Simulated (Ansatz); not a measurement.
# AlSn4: the cost of one run

Program: Ansatz 0.2.0. Level of theory: DFT PBE, scalar-relativistic, plane waves, PAW. These are calculated values, not measurements.

1 further run of the same task is left out (set aside as unsound or not needed). Runs told in other sessions of the task aren't counted.

## 1. The system as given

Symmetry: P6/mmm, No. 191, hexagonal system. Conventional cell: a = 6.418 Å, b = 6.418 Å, c = 5.408 Å, α = 90.00°, β = 90.00°, γ = 120.00°. Al (site symmetry 6/mmm) is surrounded by 2 Sn at 2.70 Å. Sn (site symmetry mmm) is surrounded by 6 Sn at 3.21 Å. Around Sn (site symmetry 6/mmm) lie 2 Al at 2.70 Å.

As a file:

```cif
data_structure
_symmetry_space_group_name_H-M 'P 1'
_symmetry_Int_Tables_number 1
_cell_length_a 6.4178
_cell_length_b 6.4178
_cell_length_c 5.4077
_cell_angle_alpha 90.000
_cell_angle_beta 90.000
_cell_angle_gamma 120.000
_cell_volume 192.89
loop_
_atom_site_label
_atom_site_type_symbol
_atom_site_fract_x
_atom_site_fract_y
_atom_site_fract_z
_atom_site_occupancy
Al1 Al 0.00000 0.00000 0.00000 1
Sn1 Sn 0.50000 0.00000 0.50000 1
Sn2 Sn 0.00000 0.50000 0.50000 1
Sn3 Sn 0.50000 0.50000 0.50000 1
Sn4 Sn 0.00000 0.00000 0.50000 1
```

It is the end of an earlier relaxation with the same method, from a generated guess; it needn't be the stable form of this composition. At a tolerance of 0.05 Å it has space group P6/mmm (No. 191); it has 38.58 Å³/atom, an uncorrected energy of +0.60 eV/atom over the elements.

## 2. Static run: bands, density of states and charges

The input, input.yaml:

```yaml
crystal:
  lattice:
    - [6.4178291893, 0.0, 0.0]
    - [-3.2089145947, 5.5580031151, 0.0]
    - [0.0, 0.0, 5.4076652558]
  atoms:
    - { symbol: Al, position: [0.0, 0.0, 0.0] }
    - { symbol: Sn, position: [0.5, 0.0, 0.5] }
    - { symbol: Sn, position: [0.0, 0.5, 0.5] }
    - { symbol: Sn, position: [0.5, 0.5, 0.5] }
    - { symbol: Sn, position: [0.0, 0.0, 0.5] }
basis:
  ecutwfc: 420
kpoints:
  mp_grid: { grid: [6, 6, 8] }
  band_path:
    path:
      - [[0.0, 0.0, 0.0], [0.5, 0.0, 0.0], [0.33333333, 0.33333333, 0.0], [0.0, 0.0, 0.0], [0.0, 0.0, 0.5], [0.5, 0.0, 0.5], [0.33333333, 0.33333333, 0.5], [0.0, 0.0, 0.5]]
      - [[0.5, 0.0, 0.5], [0.5, 0.0, 0.0]]
      - [[0.33333333, 0.33333333, 0.5], [0.33333333, 0.33333333, 0.0]]
    npoints: 14
hamiltonian:
  xc: pbe
scf:
  occupations: { method: gaussian, width: 0.1 }
  n_extra_bands: 12
output:
  forces: true
  stress: true
  eigenvalues: true
  populations: true
  dos: { projected: true, de: 0.02, nscf_kmesh: { grid: [8, 8, 10] } }
  bader: true
  write_density: true
  write_potential: true
  elf: true
  volumetric_format: npy
```

Run with:

```console
> ansatz run input.yaml --threads 1 --pin off --max-ram 2560MiB --backend cpu --events-out ev --progress --plain --runs-dir out
```

Q: Estimate wall time and peak memory on 1 thread of Intel Xeon at 2.60GHz (Ice Lake), shared host.

About 68 s, with a peak of 0.85 GiB.
